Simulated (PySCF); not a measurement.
# C3H7FOSi: electronic excitations and core binding energies

What electronic excitations and core binding energies should C3H7FOSi (`C=CCO[SiH2]F`) show?

The runs use PySCF 2.14.0, with density-fitted response routines of our own; the level of theory stands in each step. All values are computed, except where a source is named. Atoms count from 0, in the outputs and in this text.

## Step 1: The starting structure

13 atoms, charge 0, multiplicity 1; geometry from: GFN2-xTB.

Bonds of the start (Å): C0–C1 1.32, C1–C2 1.50, C2–O3 1.40, O3–Si4 1.60, Si4–F5 1.61, C0–H6 1.08, C0–H7 1.08, C1–H8 1.08, C2–H9 1.10, C2–H10 1.10, Si4–H11 1.45, Si4–H12 1.44.

## Step 2: TDDFT and polarisability: wB97X-D/def2-SVPD

Job settings and geometry (Å):

```
{"job": {"kind": "uv", "xc": "wB97X-D", "basis": "def2-SVPD", "nstates": 8, "ntriplets": 3}, "charge": 0, "multiplicity": 1}
C      2.079417    -0.264416    -0.622917
C      1.604547     0.228257     0.504082
C      0.159408     0.202869     0.904511
O     -0.637089    -0.438335    -0.051508
Si    -2.153084    -0.227603    -0.530647
F     -2.379281     1.308917    -0.964411
H      3.126210    -0.218329    -0.867345
H      1.428500    -0.733917    -1.340218
H      2.248128     0.702514     1.233104
H     -0.183515     1.234373     1.061466
H      0.057573    -0.328679     1.861952
H     -3.152667    -0.413911     0.509617
H     -2.202535    -1.051255    -1.715413
```

With the program's defaults for keys left out, this is: TDDFT wB97X-D/def2-SVPD, vertical, gas phase, core orbitals frozen in the response.

Run with:

```console
> OMP_NUM_THREADS=1 python probes_run.py task.json out
```

The driver reads the jobs from task.json and runs them one after another.

Output:

```text
coarse grid: 11400 points
cycle   1  E = -582.5548180096  dE =  7.104e-01  |g| = 7.849e-01  |ddm| = 5.017e+00
cycle   2  E = -582.5283793304  dE =  2.644e-02  |g| = 9.241e-01  |ddm| = 1.952e+00
cycle   3  E = -582.6734223458  dE = -1.450e-01  |g| = 5.034e-02  |ddm| = 8.533e-01
cycle   4  E = -582.6739532741  dE = -5.309e-04  |g| = 2.555e-02  |ddm| = 1.347e-01
cycle   5  E = -582.6740961459  dE = -1.429e-04  |g| = 8.265e-03  |ddm| = 5.227e-02
cycle   6  E = -582.6741082801  dE = -1.213e-05  |g| = 2.369e-03  |ddm| = 1.613e-02
cycle   7  E = -582.6741095177  dE = -1.238e-06  |g| = 4.265e-04  |ddm| = 5.159e-03
final grid: 105968 points
cycle   8  E = -582.7576624024  dE = -8.032e-05  |g| = 5.759e-03  |ddm| = 1.553e-01
cycle   9  E = -582.7576627220  dE = -3.197e-07  |g| = 6.387e-03  |ddm| = 2.323e-02
cycle  10  E = -582.7576688199  dE = -6.098e-06  |g| = 3.764e-04  |ddm| = 4.560e-03
cycle  11  E = -582.7576688700  dE = -5.006e-08  |g| = 2.020e-04  |ddm| = 2.309e-03
cycle  12  E = -582.7576688783  dE = -8.310e-09  |g| = 7.196e-05  |ddm| = 4.053e-04
cycle  13  E = -582.7576688794  dE = -1.101e-09  |g| = 1.656e-05  |ddm| = 1.389e-04
cycle  14  E = -582.7576688795  dE = -9.516e-11  |g| = 5.616e-06  |ddm| = 5.835e-05
converged SCF energy = -582.7576688795

Static polarisability (au): isotropic 63.924, principal 51.643 66.238 73.893

Singlet excitations
state   eV       nm        f      main configurations
  1   7.5123    165.0   0.02692   H->L+1 0.57, H->L+4 0.14, H->L+2 0.10
  2   7.6418    162.2   0.37979   H->L 0.76, H->L+1 0.13
  3   8.1116    152.8   0.02387   H-1->L 0.66
  4   8.2023    151.2   0.00212   H->L+4 0.34, H-1->L+1 0.24, H->L+3 0.09
  5   8.2464    150.3   0.01157   H-1->L+2 0.22, H->L+2 0.18, H->L+4 0.14
  6   8.3332    148.8   0.03141   H-1->L+2 0.36, H->L+5 0.21, H-1->L+1 0.15
  7   8.4395    146.9   0.01177   H->L+2 0.29, H-1->L+1 0.13, H->L+1 0.08
  8   8.5563    144.9   0.01468   H->L+5 0.40, H->L+2 0.13, H-2->L+2 0.10

Triplet excitations (Tamm-Dancoff, eV): 4.6699 7.4807 7.7645
```

Run time: 55 s. Hardware: 1 thread of Arm Neoverse N1, shared host; peak memory 0.82 GiB.

The orbitals next to the gap, with their largest atomic shares:

```
orbital      eV                        atoms
 HOMO−3  -11.86   C1 15 %, Si4 14 %, C0 13 %
 HOMO−2  -11.37     O3 54 %, C2 13 %, H9 7 %
 HOMO−1  -10.74  O3 43 %, Si4 14 %, H11 11 %
   HOMO   -9.50     C0 37 %, C1 34 %, C2 9 %
   LUMO    2.06   C0 24 %, C1 23 %, Si4 12 %
 LUMO+1    2.19   Si4 26 %, C0 12 %, C2 12 %
 LUMO+2    2.38  Si4 28 %, O3 13 %, H11 12 %
```

With each of the 8 states as a Gaussian band of 0.4 eV half-width at 1/e, the curve within the window shown has maxima at 162 nm (ε 17,000) L/(mol cm). Beyond the last state computed it falls off for lack of states. The curve at chosen wavelengths:

```
 nm  ε (L/mol/cm)
140           813
142          1461
143          1846
145          2662
146          3066
148          3853
149          4270
151          5324
152          6047
154          8041
156         10704
157         12152
159         14810
160         15809
162         16737
163         16587
165         15131
167         12551
168         11049
170          8027
171          6635
173          4278
174          3341
176          1936
177          1438
179           757
```

Leading natural transition orbitals of singlet state 2: the hole lies on C0, C1 about 31 % each; H9, H10 about 8 % each; the particle on C0, C1 about 25 % each; H6, H7 about 13 % each; H8 9 %.

Leading natural transition orbitals of singlet state 1: the hole lies on C0, C1 about 35 % each; the particle on H8 21 %; H6, H10 about 15 % each; H9 11 %.

Further results of this job:

```
           property  computed
  dipole moment (D)      1.60
polarisability (Å³)      9.47
 HOMO–LUMO gap (eV)     11.56
      −ε(HOMO) (eV)      9.50
```

Orbitals, density, ELF and potential are computed afterwards from the orbital file.

Frontier orbitals at wB97X-D/def2-SVPD, with the share of their density that lies nearest to each atom:

```
orbital  energy (eV)                                                    lies on
   HOMO        -9.50                                     C0, C1 about 35 % each
   LUMO         2.06  C0, C1 about 19 % each; H6, H7, H9 about 8 % each; F5 7 %
```

ELF in a plane through or near 8 of the atoms.

Ten even steps from ' ' (0.00) to '@' (1.00):
```
                                                        
                                                        
                                                        
                                                        
                                                        
            **@@@@==    --====::      ..++**--..        
          ::@@@@@@%%::::==##**--      ++@@@@@@%%..      
          ..%%@@@@%%++##..::----    ..##@@@@@@@@++      
            ::##%%----@@==..--++====::##@@@@@@@@**      
              ::++::::##****%%##%%**  ..**@@@@@@==      
          ..::--##%%##--..==##==%%==**%%..****==..      
        **%%@@%%--::++::  ==%%%%##::==**  ::..          
      ::@@@@@@@@----%%%%....++**--::==++%%**::          
      ::@@@@@@@@**%%@@@@**    ..  ==@@@@@@@@++..        
        **%%@@**--%%@@@@%%        ##@@@@@@@@##::        
            ..    ==%%@@**        ##@@@@@@@@==          
                    ::::          ..##%%##--            
                                                        
                                                        
                                                        
```
The map spans 11.4 Å across and 8.7 Å up, centred on the molecule. Atoms in the plane (x, y in Å): C0 (-2.0, -0.9), C1 (-1.7, 0.4), C2 (-0.3, 0.9), O3 (0.6, -0.1), Si4 (2.2, -0.4), H6 (-3.0, -1.2), H7 (-1.3, -1.6), H12 (2.4, -1.7).

On the surface of density 0.002 e/bohr³ the electrostatic potential runs, from the 1st to the 99th percentile, from -1.08 V near F5 to 1.50 V near H11.

## Step 3: Core-electron binding energies: SCAN, X2C

Settings changed since step 2:

```diff
@@ -1,2 +1,2 @@
-{"job": {"kind": "uv", "xc": "wB97X-D", "basis": "def2-SVPD", "nstates": 8, "ntriplets": 3}, "charge": 0, "multiplicity": 1}
+{"job": {"kind": "xps"}, "charge": 0, "multiplicity": 1}
 C      2.079417    -0.264416    -0.622917
```

Level: delta-SCF UKS SCAN, pcX-2 on the ionised atom, pcseg-1 elsewhere, spin-free X2C.

Output:

```text
ground state, core basis on atom 0 (C), 154 functions
  cycle   1  E = -583.58116573  |g| = 8.15e-01
  cycle   2  E = -583.30905433  |g| = 1.46e+00
  cycle   3  E = -583.70617316  |g| = 1.36e-01
  cycle   4  E = -583.70958868  |g| = 6.22e-02
  cycle   5  E = -583.71033113  |g| = 2.15e-02
  cycle   6  E = -583.71040751  |g| = 6.89e-03
  cycle   7  E = -583.71041904  |g| = 1.77e-03
  cycle   8  E = -583.71041889  |g| = 1.16e-03
  cycle   9  E = -583.71041848  |g| = 7.70e-05
  E(ground) = -583.74703700 Eh
hole in C 1s of atom 0
  cycle   1  E = -572.47516460  |g| = 1.50e+00
  cycle   2  E = -570.66710811  |g| = 2.03e+00
  cycle   3  E = -572.83160870  |g| = 6.13e-01
  cycle   4  E = -572.97266644  |g| = 3.96e-01
  cycle   5  E = -573.03960595  |g| = 1.33e-01
  cycle   6  E = -573.04749500  |g| = 1.98e-02
  cycle   7  E = -573.04765116  |g| = 1.31e-02
  cycle   8  E = -573.04772904  |g| = 5.48e-03
  cycle   9  E = -573.04774577  |g| = 3.08e-03
  cycle  10  E = -573.04775320  |g| = 1.44e-03
  cycle  11  E = -573.04775584  |g| = 5.49e-04
  cycle  12  E = -573.04775608  |g| = 3.18e-04
  E(ion) = -573.08390959 Eh   <S^2> = 0.7851   hole on atom = 1.000   binding energy = 290.158 eV
ground state, core basis on atom 1 (C), 154 functions
  cycle   1  E = -583.71063870  |g| = 6.32e-02
  cycle   2  E = -583.70983974  |g| = 6.32e-02
  cycle   3  E = -583.71053235  |g| = 3.67e-02
  cycle   4  E = -583.71089052  |g| = 5.34e-03
  cycle   5  E = -583.71089680  |g| = 6.58e-04
  cycle   6  E = -583.71089724  |g| = 3.27e-04
  E(ground) = -583.74768637 Eh
hole in C 1s of atom 1
  cycle   1  E = -572.45815091  |g| = 1.51e+00
  cycle   2  E = -570.15035242  |g| = 2.20e+00
  cycle   3  E = -572.80268617  |g| = 6.20e-01
  cycle   4  E = -572.95259083  |g| = 4.09e-01
  cycle   5  E = -573.02015204  |g| = 1.43e-01
  cycle   6  E = -573.02944997  |g| = 4.71e-02
  cycle   7  E = -573.03038543  |g| = 1.68e-02
  cycle   8  E = -573.03051466  |g| = 7.55e-03
  cycle   9  E = -573.03055753  |g| = 3.95e-03
  cycle  10  E = -573.03058060  |g| = 2.29e-03
  cycle  11  E = -573.03059037  |g| = 1.82e-03
  cycle  12  E = -573.03059491  |g| = 7.45e-04
  cycle  13  E = -573.03059587  |g| = 2.16e-04
  E(ion) = -573.06646032 Eh   <S^2> = 0.8004   hole on atom = 1.000   binding energy = 290.651 eV
ground state, core basis on atom 2 (C), 154 functions
  cycle   1  E = -583.71128714  |g| = 5.90e-02
  cycle   2  E = -583.71103686  |g| = 3.71e-02
  cycle   3  E = -583.71099131  |g| = 3.90e-02
  cycle   4  E = -583.71139807  |g| = 5.89e-03
  cycle   5  E = -583.71140680  |g| = 5.73e-04
  cycle   6  E = -583.71140567  |g| = 1.61e-04
  E(ground) = -583.74708475 Eh
hole in C 1s of atom 2
  cycle   1  E = -572.39706802  |g| = 1.51e+00
  cycle   2  E = -570.42145344  |g| = 2.44e+00
  cycle   3  E = -572.80147997  |g| = 5.72e-01
  cycle   4  E = -572.87652711  |g| = 4.31e-01
  cycle   5  E = -572.95032918  |g| = 9.86e-02
  cycle   6  E = -572.95393927  |g| = 3.68e-02
  cycle   7  E = -572.95447023  |g| = 1.54e-02
  cycle   8  E = -572.95458278  |g| = 5.46e-03
  cycle   9  E = -572.95460165  |g| = 3.62e-03
  cycle  10  E = -572.95460836  |g| = 1.51e-03
  cycle  11  E = -572.95461367  |g| = 6.32e-04
  cycle  12  E = -572.95461459  |g| = 4.22e-04
  E(ion) = -572.98940215 Eh   <S^2> = 0.7724   hole on atom = 1.000   binding energy = 292.731 eV
ground state, core basis on atom 3 (O), 154 functions
  cycle   1  E = -583.74315313  |g| = 1.01e-01
  cycle   2  E = -583.74217437  |g| = 8.89e-02
  cycle   3  E = -583.74302024  |g| = 5.69e-02
  cycle   4  E = -583.74356163  |g| = 5.77e-03
  cycle   5  E = -583.74356850  |g| = 1.95e-03
  cycle   6  E = -583.74356968  |g| = 3.91e-04
  E(ground) = -583.77693058 Eh
hole in O 1s of atom 3
  cycle   1  E = -563.12794069  |g| = 2.23e+00
  cycle   2  E = -562.61497114  |g| = 2.24e+00
  cycle   3  E = -563.88936443  |g| = 4.47e-01
  cycle   4  E = -563.92627526  |g| = 2.73e-01
  cycle   5  E = -563.95023861  |g| = 7.54e-02
  cycle   6  E = -563.95200158  |g| = 1.84e-02
  cycle   7  E = -563.95215340  |g| = 6.31e-03
  cycle   8  E = -563.95216519  |g| = 4.00e-03
  cycle   9  E = -563.95217410  |g| = 9.81e-04
  cycle  10  E = -563.95217383  |g| = 1.77e-04
  E(ion) = -563.98581303 Eh   <S^2> = 0.7615   hole on atom = 1.000   binding energy = 538.544 eV
ground state, core basis on atom 4 (Si), 165 functions
  cycle   1  E = -583.81964872  |g| = 3.01e-01
  cycle   2  E = -583.81738771  |g| = 1.50e-01
  cycle   3  E = -583.81643839  |g| = 1.60e-01
  cycle   4  E = -583.82110547  |g| = 1.86e-02
  cycle   5  E = -583.82115767  |g| = 4.75e-03
  cycle   6  E = -583.82116270  |g| = 7.81e-04
  cycle   7  E = -583.82116247  |g| = 4.19e-04
  E(ground) = -583.81593767 Eh
hole in Si 1s of atom 4
  cycle   1  E = -514.85342355  |g| = 4.35e+00
  cycle   2  E = -513.41651815  |g| = 2.48e+00
  cycle   3  E = -511.67169207  |g| = 2.09e+00
  cycle   4  E = -515.79975726  |g| = 4.13e-01
  cycle   5  E = -515.85623881  |g| = 2.73e-01
  cycle   6  E = -515.88150910  |g| = 1.18e-01
  cycle   7  E = -515.88689834  |g| = 1.88e-02
  cycle   8  E = -515.88700813  |g| = 9.65e-03
  cycle   9  E = -515.88703203  |g| = 6.79e-03
  cycle  10  E = -515.88705757  |g| = 8.10e-04
  cycle  11  E = -515.88705826  |g| = 3.21e-04
  E(ion) = -515.89023400 Eh   <S^2> = 0.7520   hole on atom = 1.000   binding energy = 1848.353 eV
hole in Si 2p of atom 4
  cycle   1  E = -579.51899172  |g| = 1.24e+00
  cycle   2  E = -577.94460721  |g| = 1.57e+00
  cycle   3  E = -579.52626354  |g| = 7.01e-01
  cycle   4  E = -579.80354040  |g| = 1.69e-01
  cycle   5  E = -579.82037149  |g| = 9.39e-02
  cycle   6  E = -579.82387770  |g| = 4.83e-02
  cycle   7  E = -579.82474427  |g| = 1.46e-02
  cycle   8  E = -579.82482373  |g| = 6.10e-03
  cycle   9  E = -579.82483751  |g| = 1.34e-03
  cycle  10  E = -579.82483814  |g| = 5.21e-04
  cycle  11  E = -579.82483724  |g| = 1.50e-04
  E(ion) = -579.83099126 Eh   <S^2> = 0.7518   hole on atom = 1.003   binding energy = 108.436 eV
  2p3/2 = 108.279 eV   2p1/2 = 108.908 eV
ground state, core basis on atom 5 (F), 154 functions
  cycle   1  E = -583.75592355  |g| = 1.26e-01
  cycle   2  E = -583.75519308  |g| = 9.34e-02
  cycle   3  E = -583.75573466  |g| = 6.97e-02
  cycle   4  E = -583.75641303  |g| = 6.64e-03
  cycle   5  E = -583.75642220  |g| = 2.28e-03
  cycle   6  E = -583.75642350  |g| = 2.73e-04
  E(ground) = -583.79429268 Eh
hole in F 1s of atom 5
  cycle   1  E = -557.42242323  |g| = 2.58e+00
  cycle   2  E = -557.41511771  |g| = 2.10e+00
  cycle   3  E = -558.26349582  |g| = 3.73e-01
  cycle   4  E = -558.24134661  |g| = 4.13e-01
  cycle   5  E = -558.30790315  |g| = 3.25e-02
  cycle   6  E = -558.30828890  |g| = 7.95e-03
  cycle   7  E = -558.30831461  |g| = 3.23e-03
  cycle   8  E = -558.30832047  |g| = 8.98e-04
  cycle   9  E = -558.30831938  |g| = 4.35e-04
  E(ion) = -558.35208309 Eh   <S^2> = 0.7566   hole on atom = 1.000   binding energy = 692.318 eV
```

Run time: 2.2 min. Hardware: 1 thread of Arm Neoverse N1, shared host; peak memory 0.65 GiB.

The holes in one table. −ε is the ground-state orbital energy:

```
       hole  stands for                  environment  ΔSCF (eV; 2p as the shell's mean)  −ε (eV)   ⟨S²⟩
  C1s on C0          C0         terminal =CH2 carbon                             290.16    273.4  0.785
  C1s on C1          C1                    alkene CH                             290.65    273.8  0.800
  C1s on C2          C2  allylic sp3 CH2 bonded to O                             292.73    275.5  0.772
  O1s on O3          O3       oxygen bonded to C, Si                             538.54    517.0  0.761
Si1s on Si4         Si4  silicon bonded to F, O, 2 H                            1848.35   1794.5  0.752
Si2p on Si4         Si4  silicon bonded to F, O, 2 H                             108.49     97.2  0.752
  F1s on F5          F5        fluorine bonded to Si                             692.32    666.2  0.757
```

With the spin-orbit splitting: Si4 2p3/2 108.28, 2p1/2 108.91 eV. The table gives each 2p level as the mean over the whole 2p shell (two parts 2p3/2, one part 2p1/2), which differs a little from the single hole in the log.

## Step 4: Results

```
                                quantity                               value
      lowest singlet (wB97X-D/def2-SVPD)         7.51 eV (165 nm), f = 0.027
brightest single state of those computed         state 2, 7.64 eV, f = 0.380
                          lowest triplet                             4.67 eV
   surface potential, 1st and 99th percentile                  -1.08 V and 1.50 V
        C1s binding energies, SCAN/pcX-2  C2 292.73, C1 290.65, C0 290.16 eV
        O1s binding energies, SCAN/pcX-2                        O3 538.54 eV
       Si1s binding energies, SCAN/pcX-2                      Si4 1848.35 eV
       Si2p binding energies, SCAN/pcX-2                       Si4 108.49 eV
        F1s binding energies, SCAN/pcX-2                        F5 692.32 eV
```

What this shows: The lowest singlet, at 7.51 eV, is HOMO→LUMO+1 0.57, HOMO→LUMO+4 0.14 and is weak; of the 8 states computed, the strongest absorption comes from state 2 at 7.64 eV. The lowest triplet lies 2.84 eV below the lowest singlet (triplets in Tamm-Dancoff, singlets in full TDDFT). The C1s levels kept as sound span 2.57 eV, from C0 (terminal =CH2 carbon) up to C2 (allylic sp3 CH2 bonded to O).
